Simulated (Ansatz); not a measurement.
# Trimethyl borate (C3H9BO3): taking an electron away

How much energy removes an electron from trimethyl borate (C3H9BO3) at fixed geometry? The cation is run at each level and the neutral's energy taken from earlier runs.

Computed with Ansatz 0.2.0, Gaussian basis. Level: unrestricted cation, the program's frozen cores in correlated methods.

The runs, in order: UKS PBE-D4/def2-TZVPP; UKS r2SCAN-D4/def2-TZVPP; UKS PBE0-D4/def2-TZVPP; UKS B3LYP-D4/def2-TZVPP; UKS wB97X-V/def2-TZVPP; UKS wB97M-V/def2-TZVPP; UKS B2PLYP/def2-TZVPP; UHF-CCSD(T)/def2-TZVPP; UHF-MP2/def2-QZVPP; extrapolation to the limit; then −ε(HOMO) from the neutral's earlier runs with LDA (SPW92), PBE-D4, revPBE-D4, BLYP-D4, r2SCAN-D4, B97M-V, PBE0-D4, B3LYP-D4, r2SCANh-D4, r2SCAN0-D4, HSE06-D4, BHLYP-D4, CAM-B3LYP-D4, LC-ωPBE, ωB97X-V, ωB97M-V.

## (1) Structure used throughout

The geometry comes from an earlier relaxation with PBE0-D4 in a triple-zeta def2 set; it is a stationary point, not always the lowest conformer.

16 atoms, charge 0, spin multiplicity 1.

Atoms are counted from 1 here; the program's logs count them from 0.

Bond lengths: C1–O2 1.412 Å, C1–H8 1.093 Å, C1–H9 1.093 Å, C1–H10 1.090 Å, O2–B3 1.363 Å, B3–O4 1.363 Å, B3–O6 1.363 Å, O4–C5 1.412 Å, C5–H11 1.093 Å, C5–H12 1.090 Å, C5–H13 1.093 Å, O6–C7 1.412 Å, C7–H14 1.090 Å, C7–H15 1.093 Å, C7–H16 1.093 Å. Angles: O2–C1–H8 111.3°, O2–C1–H9 111.3°, O2–C1–H10 107.6°, H8–C1–H9 108.3°, H8–C1–H10 109.2°, H9–C1–H10 109.2°, C1–O2–B3 120.2°, O2–B3–O4 120.0°, O2–B3–O6 120.0°, O4–B3–O6 120.0°, B3–O4–C5 120.2°, O4–C5–H11 111.3°, O4–C5–H12 107.6°, O4–C5–H13 111.3°, H11–C5–H12 109.2°, H11–C5–H13 108.3°, H12–C5–H13 109.2°, B3–O6–C7 120.2° and more.

## (2) Cation, UKS PBE-D4/def2-TZVPP

The input, in.yaml:

```yaml
crystal:
  periodic: [false, false, false]
  atoms:
    - {symbol: C, position_ang: [1.410699, -1.915841, -0.348758]}
    - {symbol: O, position_ang: [0.647315, -1.089666, 0.504226]}
    - {symbol: B, position_ang: [-0.001625, -0.001624, 0.002746]}
    - {symbol: O, position_ang: [0.085179, 0.291381, -1.325068]}
    - {symbol: C, position_ang: [-0.585213, 1.418117, -1.848420]}
    - {symbol: O, position_ang: [-0.737339, 0.793591, 0.829165]}
    - {symbol: C, position_ang: [-0.829669, 0.493541, 2.205511]}
    - {symbol: H, position_ang: [0.789947, -2.357115, -1.133124]}
    - {symbol: H, position_ang: [2.219257, -1.354886, -0.825008]}
    - {symbol: H, position_ang: [1.838145, -2.712841, 0.260359]}
    - {symbol: H, position_ang: [-1.664839, 1.344903, -1.692938]}
    - {symbol: H, position_ang: [-0.379303, 1.456479, -2.918447]}
    - {symbol: H, position_ang: [-0.232483, 2.341619, -1.381631]}
    - {symbol: H, position_ang: [-1.459138, 1.254732, 2.667216]}
    - {symbol: H, position_ang: [0.154729, 0.504993, 2.680855]}
    - {symbol: H, position_ang: [-1.278361, -0.490080, 2.367715]}
basis:
  gaussian: {orbitals: def2-TZVPP}
total_charge: 1
magnetization: {spin_polarized: true, initial_magnetization: 1}
hamiltonian: {xc: pbe, dispersion: d4}
```

The run is started by

```
$ ansatz run in.yaml --threads 2 --pin off --events-out ev --progress --plain --max-ram 32768MiB --backend cuda --devices 0, --max-vram 18GiB
```

Output:

```text
Functional definition: PBE
  name "PBE"
  cite "Perdew, Burke & Ernzerhof, Phys. Rev. Lett. 77, 3865 (1996) doi:10.1103/PhysRevLett.77.3865"
  parent pbe
  parameter kappa = 0.804
  parameter beta = 0.06672455060314922
  exchange = pbe_x(kappa = kappa, mu = beta*pi^2/3)
  correlation = pbe_c(beta = beta)
1693 factors; their error is unknown
mean field evaluation 1: about -10038.2018 eV, gradient 7.7e1 eV
mean field evaluation 2: about -9992.4215 eV, gradient 1.3e2 eV
mean field evaluation 4: about -10058.1982 eV, gradient 2.6e1 eV
mean field evaluation 8: about -10060.2352 eV, gradient 1.1e1 eV
mean field evaluation 16: about -10060.7363 eV, gradient 5.2e0 eV
mean field evaluation 32: about -10060.7806 eV, gradient 1.2e0 eV
mean field evaluation 64: about -10059.8825 eV, gradient 1.3e1 eV
mean field evaluation 96: about -10060.7253 eV, gradient 6.0e0 eV
mean field -10060.91786962 eV, -369.7319121733 hartree, gradient 4.0e-6 eV, S^2 0.752353; 16 other end points of the search recorded, 0 dependent functions left out
reference -10060.91791663 eV, -369.7319139010 hartree; 28, 27 occupied and 315, 316 virtual orbitals, 1693 factors
Total energy: -10061.18107426 eV, -369.7415847657 hartree
```

Wall time 20 s (1 × H100 (card shared with other runs) with 2 threads of AMD EPYC 7R13, shared host); peak host memory 0.94 GiB.

The neutral molecule at this level: -10070.7474 eV. Difference: 9.566 eV. ⟨S²⟩ = 0.752.

## (3) Cation, UKS r2SCAN-D4/def2-TZVPP

Changes to in.yaml since step 2:

```diff
@@ -23,2 +23,2 @@
 magnetization: {spin_polarized: true, initial_magnetization: 1}
-hamiltonian: {xc: pbe, dispersion: d4}
+hamiltonian: {xc: r2scan, dispersion: d4}
```

Same command.

Output, shortened:

```text
Functional definition: r2SCAN
  name "r2SCAN"
  cite "Furness, Kaplan, Ning, Perdew & Sun, J. Phys. Chem. Lett. 11, 8208 (2020) doi:10.1021/acs.jpclett.0c02405"
  cite "Furness, Kaplan, Ning, Perdew & Sun, J. Phys. Chem. Lett. 11, 9248 (2020) doi:10.1021/acs.jpclett.0c03077"
  parent r2scan
[...]
1693 factors; their error is unknown
[...]
mean field -10067.50548416 eV, -369.9740025426 hartree, gradient 1.6e-5 eV, S^2 0.755951; 8 other end points of the search recorded, 0 dependent functions left out
reference -10067.50550158 eV, -369.9740031829 hartree; 28, 27 occupied and 315, 316 virtual orbitals, 1693 factors
Total energy: -10067.57762076 eV, -369.9766535137 hartree
```

It took 27 s on 1 × H100 (card shared with other runs) with 2 threads of AMD EPYC 7R13, shared host; peak host memory 1 GiB.

The neutral molecule at this level: -10077.3466 eV. Difference: 9.769 eV. ⟨S²⟩ = 0.756.

## (4) Cation, UKS PBE0-D4/def2-TZVPP

Changes to in.yaml since step 3:

```diff
@@ -23,2 +23,2 @@
 magnetization: {spin_polarized: true, initial_magnetization: 1}
-hamiltonian: {xc: r2scan, dispersion: d4}
+hamiltonian: {xc: pbe0, dispersion: d4}
```

The command is unchanged.

Output, shortened:

```text
Functional definition: PBE0
  name "PBE0"
  cite "Adamo & Barone, J. Chem. Phys. 110, 6158 (1999) doi:10.1063/1.478522"
  cite "Perdew, Burke & Ernzerhof, Phys. Rev. Lett. 77, 3865 (1996) doi:10.1103/PhysRevLett.77.3865"
  parent pbe
[...]
1693 factors; their error is unknown
[...]
mean field -10061.09386070 eV, -369.7383797263 hartree, gradient 8.5e-6 eV, S^2 0.759402; 7 other end points of the search recorded, 0 dependent functions left out
reference -10061.09389629 eV, -369.7383810342 hartree; 28, 27 occupied and 315, 316 virtual orbitals, 1693 factors
Total energy: -10061.31632316 eV, -369.7465550711 hartree
```

Run time: 26 s. Hardware: 1 × H100 (card shared with other runs) with 2 threads of AMD EPYC 7R13, shared host; peak host memory 0.93 GiB.

Less the neutral's -10071.4619 eV (earlier run), this gives 10.146 eV. ⟨S²⟩ = 0.759.

## (5) Cation, UKS B3LYP-D4/def2-TZVPP

Changes to in.yaml since step 4:

```diff
@@ -23,2 +23,2 @@
 magnetization: {spin_polarized: true, initial_magnetization: 1}
-hamiltonian: {xc: pbe0, dispersion: d4}
+hamiltonian: {xc: {name: B3LYP}, dispersion: d4}
```

Launched as before.

Output, shortened:

```text
Functional definition: B3LYP
  name "B3LYP"
  cite "Stephens, Devlin, Chabalowski & Frisch, J. Phys. Chem. 98, 11623 (1994) doi:10.1021/j100096a001"
  cite "Becke, Phys. Rev. A 38, 3098 (1988) doi:10.1103/PhysRevA.38.3098"
  cite "Lee, Yang & Parr, Phys. Rev. B 37, 785 (1988) doi:10.1103/PhysRevB.37.785"
  cite "Vosko, Wilk & Nusair, Can. J. Phys. 58, 1200 (1980) doi:10.1139/p80-159"
[...]
1693 factors; their error is unknown
[...]
mean field -10073.10698557 eV, -370.1798539226 hartree, gradient 1.6e-5 eV, S^2 0.757402; 8 other end points of the search recorded, 0 dependent functions left out
reference -10073.10728621 eV, -370.1798649707 hartree; 28, 27 occupied and 315, 316 virtual orbitals, 1693 factors
Total energy: -10073.52251954 eV, -370.1951245141 hartree
```

Run time: 49 s. Hardware: 1 × H100 (card shared with other runs) with 2 threads of AMD EPYC 7R13, shared host; peak host memory 0.92 GiB.

The neutral molecule at this level: -10083.6558 eV. Difference: 10.133 eV. ⟨S²⟩ = 0.757.

## (6) Cation, UKS wB97X-V/def2-TZVPP

Changes to in.yaml since step 5:

```diff
@@ -23,2 +23,2 @@
 magnetization: {spin_polarized: true, initial_magnetization: 1}
-hamiltonian: {xc: {name: B3LYP}, dispersion: d4}
+hamiltonian: {xc: {name: wB97X-V}}
```

Same command.

Output, shortened:

```text
Functional definition: wB97X-V
  name "wB97X-V"
  cite "Mardirossian & Head-Gordon, Phys. Chem. Chem. Phys. 16, 9904 (2014) doi:10.1039/C3CP54374A"
  cite "Becke, J. Chem. Phys. 107, 8554 (1997) doi:10.1063/1.475007"
  cite "Vydrov & Van Voorhis, J. Chem. Phys. 133, 244103 (2010) doi:10.1063/1.3521275"
[...]
      + integral(e_c_pw_opposite_spin*poly(b97_u_opposite, cos0, cos1)) + vv10(b, c)
1693 factors; their error is unknown
433 factors; integrals over basis functions are off by at most 9.8e-6 eV
[...]
mean field -10069.15338785 eV, -370.0345618863 hartree, gradient 6.9e-6 eV, S^2 0.766900; 12 other end points of the search recorded, 0 dependent functions left out
reference -10069.15338542 eV, -370.0345617968 hartree; 28, 27 occupied and 315, 316 virtual orbitals, 1693 factors
Total energy: -10069.15338542 eV, -370.0345617968 hartree
```

It took 84 s on 1 × H100 (card shared with other runs) with 2 threads of AMD EPYC 7R13, shared host; peak host memory 1.1 GiB.

The neutral molecule at this level: -10079.6636 eV. Difference: 10.510 eV. ⟨S²⟩ = 0.767.

## (7) Cation, UKS wB97M-V/def2-TZVPP

Changes to in.yaml since step 6:

```diff
@@ -23,2 +23,2 @@
 magnetization: {spin_polarized: true, initial_magnetization: 1}
-hamiltonian: {xc: {name: wB97X-V}}
+hamiltonian: {xc: {name: wB97M-V}}
```

Launched as before.

Output, shortened:

```text
Functional definition: wB97M-V
  name "wB97M-V"
  cite "Mardirossian & Head-Gordon, J. Chem. Phys. 144, 214110 (2016) doi:10.1063/1.4952647"
  cite "Becke, J. Chem. Phys. 107, 8554 (1997) doi:10.1063/1.475007"
  cite "Vydrov & Van Voorhis, J. Chem. Phys. 133, 244103 (2010) doi:10.1063/1.3521275"
  # Of w^i u^j: cxij and so on, Table III.
[...]
  gx(w, u) = 1 - cx + cx01*u + cx10*w
  gss(w, u) = css00 + css04*u^4 + css10*w + css20*w^2 + css43*w^4*u^3
  gos(w, u) = cos00 + cos10*w + (cos20 + cos21*u)*w^2 + (cos60 + cos61*u)*w^6
[...]
      + integral(e_c_pw_mod_opposite_spin*gos(b97_w_opposite, b97_u_opposite)) + vv10(b, c)
1693 factors; their error is unknown
433 factors; integrals over basis functions are off by at most 9.8e-6 eV
[...]
mean field -10068.38648794 eV, -370.0063788345 hartree, gradient 5.4e-6 eV, S^2 0.765012; 12 other end points of the search recorded, 0 dependent functions left out
reference -10068.38654714 eV, -370.0063810098 hartree; 28, 27 occupied and 315, 316 virtual orbitals, 1693 factors
Total energy: -10068.38654714 eV, -370.0063810098 hartree
```

Run time: 85 s. Hardware: 1 × H100 (card shared with other runs) with 2 threads of AMD EPYC 7R13, shared host; peak host memory 1.2 GiB.

The neutral molecule at this level: -10078.8712 eV. Difference: 10.485 eV. ⟨S²⟩ = 0.765.

## (8) Cation, UKS B2PLYP (frozen core)/def2-TZVPP

Changes to in.yaml since step 7:

```diff
@@ -23,2 +23,2 @@
 magnetization: {spin_polarized: true, initial_magnetization: 1}
-hamiltonian: {xc: {name: wB97M-V}}
+hamiltonian: {xc: {name: B2PLYP}}
```

Launched as before.

Output, shortened:

```text
Functional definition: B2PLYP
  name "B2PLYP"
  cite "Grimme, J. Chem. Phys. 124, 034108 (2006) doi:10.1063/1.2148954"
  cite "Becke, Phys. Rev. A 38, 3098 (1988) doi:10.1103/PhysRevA.38.3098"
  cite "Lee, Yang & Parr, Phys. Rev. B 37, 785 (1988) doi:10.1103/PhysRevB.37.785"
[...]
2071 factors; integrals over basis functions are off by at most 1.2e-3 eV
[...]
mean field -10053.19865452 eV, -369.4482362508 hartree, gradient 5.8e-8 eV, S^2 0.774625; 7 other end points of the search recorded, 0 dependent functions left out
7 core orbitals not correlated: weight in the atoms' cores, before any rotation towards them, 1.000 or more for the frozen orbitals, at most 0.000 for the correlated occupied ones
reference -10053.19884740 eV, -369.4482433391 hartree; 21, 20 occupied and 315, 316 virtual orbitals, 2071 factors
second order -42.78027087 eV of doubles, -0.00000000 eV of singles
Total energy: -10064.74952054 eV, -369.8727227475 hartree
```

Wall time 26 s (1 × H100 (card shared with other runs) with 2 threads of AMD EPYC 7R13, shared host); peak host memory 1.6 GiB.

Less the neutral's -10075.1329 eV (earlier run), this gives 10.383 eV. ⟨S²⟩ = 0.775.

## (9) Cation, UHF-CCSD(T)/def2-TZVPP

Changes to in.yaml since step 8:

```diff
@@ -23,2 +23,3 @@
 magnetization: {spin_polarized: true, initial_magnetization: 1}
-hamiltonian: {xc: {name: B2PLYP}}
+correlation: {method: ccsd_t}
+scf: {omitted_lower_state_checks: [cluster_reference]}
```

Same command.

Output, shortened:

```text
Functional definition: HF
  name "HF"
  cite "Fock, Z. Phys. 61, 126 (1930) doi:10.1007/BF01340294"
  parent pbe
[...]
2071 factors; integrals over basis functions are off by at most 1.2e-3 eV
[...]
mean field -10015.10881349 eV, -368.0484604112 hartree, gradient 1.5e-6 eV, S^2 0.764624; 6 other end points of the search recorded, 0 dependent functions left out
7 core orbitals not correlated: weight in the atoms' cores, before any rotation towards them, 1.000 or more for the frozen orbitals, at most 0.000 for the correlated occupied ones
reference -10015.10881349 eV, -368.0484604112 hartree; 21, 20 occupied and 315, 316 virtual orbitals, 2071 factors
second order -34.45550633 eV of doubles, -0.00000000 eV of singles
cycle   1  -34.95396178 eV  change   -5.0e-1 eV  update   1.5e-1
[...]
cycle  23  -36.21664769 eV  change    4.8e-6 eV  update   4.6e-6
perturbative correction -1.42969561 eV, -0.0525403444 hartree
Total energy: -10052.75515679 eV, -369.4319380097 hartree
Checks for a lower state left out: cluster_reference
```

Wall time 2.9 min (1 × H100 (card shared with other runs) with 2 threads of AMD EPYC 7R13, shared host); peak host memory 1.5 GiB.

Less the neutral's -10063.4340 eV (earlier run), this gives 10.679 eV. ⟨S²⟩ = 0.765. T1 = 0.039 (report).

## (10) Cation, UHF-MP2/def2-QZVPP

Changes to in.yaml since step 9:

```diff
@@ -20,6 +20,6 @@
 basis:
-  gaussian: {orbitals: def2-TZVPP}
+  gaussian: {orbitals: "def2-QZVPP.json"}
 total_charge: 1
 magnetization: {spin_polarized: true, initial_magnetization: 1}
-correlation: {method: ccsd_t}
+correlation: {method: mp2}
 scf: {omitted_lower_state_checks: [cluster_reference]}
```

The command is unchanged.

Output, shortened:

```text
Functional definition: HF
  name "HF"
  cite "Fock, Z. Phys. 61, 126 (1930) doi:10.1007/BF01340294"
  parent pbe
[...]
4037 factors; integrals over basis functions are off by at most 8.9e-4 eV
[...]
mean field -10015.59294806 eV, -368.0662520284 hartree, gradient 1.9e-6 eV, S^2 0.764721; 6 other end points of the search recorded, 0 dependent functions left out
7 core orbitals not correlated: weight in the atoms' cores, before any rotation towards them, 1.000 or more for the frozen orbitals, at most 0.000 for the correlated occupied ones
reference -10015.59294806 eV, -368.0662520284 hartree; 21, 20 occupied and 641, 642 virtual orbitals, 4037 factors
second order -36.99491533 eV of doubles, -0.00000000 eV of singles
Total energy: -10052.58786338 eV, -369.4257900906 hartree
Checks for a lower state left out: cluster_reference
```

It took 26 s on 1 × H100 (card shared with other runs) with 2 threads of AMD EPYC 7R13, shared host; peak host memory 1.4 GiB.

Less the neutral's -10063.9093 eV (earlier run), this gives 11.321 eV. ⟨S²⟩ = 0.765.

## (11) From triple and quadruple zeta to the limit

No new run: Hartree-Fock is extrapolated as exp(−7.88√X) and correlation as X^−2.97, with X = 3 and 4; only MP2 was run in the larger set, so CCSD(T) minus MP2 is added from the smaller one.

```csv
level,energy at the limit (eV)
HF,-10015.6596
MP2,-10054.5356
CCSD,-10056.2967
CCSD(T),-10057.7264
```

The neutral's limit, from its own earlier runs, is -10068.5773 eV in the additive form (MP2 limit plus CCSD(T) minus MP2 in triple zeta), in which the cation has -10057.7264 eV.

## (12) The ladder

Differences are taken before rounding.

```csv
method,ionisation energy (eV),from CCSD(T)/CBS (eV),time
PBE-D4,9.57,-1.28,33 s
r2SCAN-D4,9.77,-1.08,35 s
PBE0-D4,10.15,-0.71,36 s
B3LYP-D4,10.13,-0.72,64 s
ωB97X-V,10.51,-0.34,96 s
ωB97M-V,10.48,-0.37,98 s
B2PLYP,10.38,-0.47,41 s
HF/def2-TZVPP,9.78,-1.07,
MP2/def2-TZVPP,11.22,+0.37,
CCSD/def2-TZVPP,10.73,-0.12,
CCSD(T)/def2-TZVPP,10.68,-0.17,3.4 min
CCSD(T)/CBS,10.85,0,4.1 min
```

Among the levels timed on like hardware and quicker than the yardstick, those that no quicker one beats, quickest first: PBE-D4 (33 s, -1.28 eV); r2SCAN-D4 (35 s, -1.08 eV); PBE0-D4 (36 s, -0.71 eV); B2PLYP (41 s, -0.47 eV); ωB97X-V (96 s, -0.34 eV); CCSD(T)/def2-TZVPP (3.4 min, -0.17 eV).

Times add the cation's run and the neutral's; HF, MP2 and CCSD come out of the CCSD(T) runs.

Orbital estimates, from the neutral's runs:

```csv
functional,−ε(HOMO) (eV),by energy difference (eV)
LDA (SPW92),6.70,
PBE-D4,6.56,9.57
revPBE-D4,6.50,
BLYP-D4,6.47,
r2SCAN-D4,6.89,9.77
B97M-V,7.03,
PBE0-D4,8.14,10.15
B3LYP-D4,7.89,10.13
r2SCANh-D4,7.48,
r2SCAN0-D4,8.38,
HSE06-D4,7.73,
BHLYP-D4,9.68,
CAM-B3LYP-D4,9.60,
LC-ωPBE,10.94,
ωB97X-V,10.61,10.51
ωB97M-V,10.55,10.48
```

## (13) Summary of results

| quantity | value |
| --- | --- |
| ionisation energy, CCSD(T)/CBS | 10.85 eV |
| nearest functional by difference | ωB97X-V (-0.34 eV) |
| nearest −ε(HOMO) | LC-ωPBE (+0.09 eV) |
| −ε(HOMO) of PBE | 6.56 eV |
| T1 of the cation | 0.039 |

In words: By cation minus neutral, the functionals miss by 1.28 eV at most. −ε(HOMO) of PBE misses by 4.3 eV, since self-interaction lifts the level. Among orbital estimates LC-ωPBE comes nearest. Hartree-Fock falls 1.07 eV short, as the neutral has more correlation energy than the cation. The cation's T1 (from the report) is 0.039, near the customary mark of 0.045 for open shells, so the coupled-cluster value is less safe.

For cost: CCSD(T)/def2-TZVPP gets within 0.17 eV in 3.4 min, where CCSD(T)/CBS took 4.1 min; the quickest level in the cost chart, PBE-D4, takes 33 s and misses by 1.28 eV.
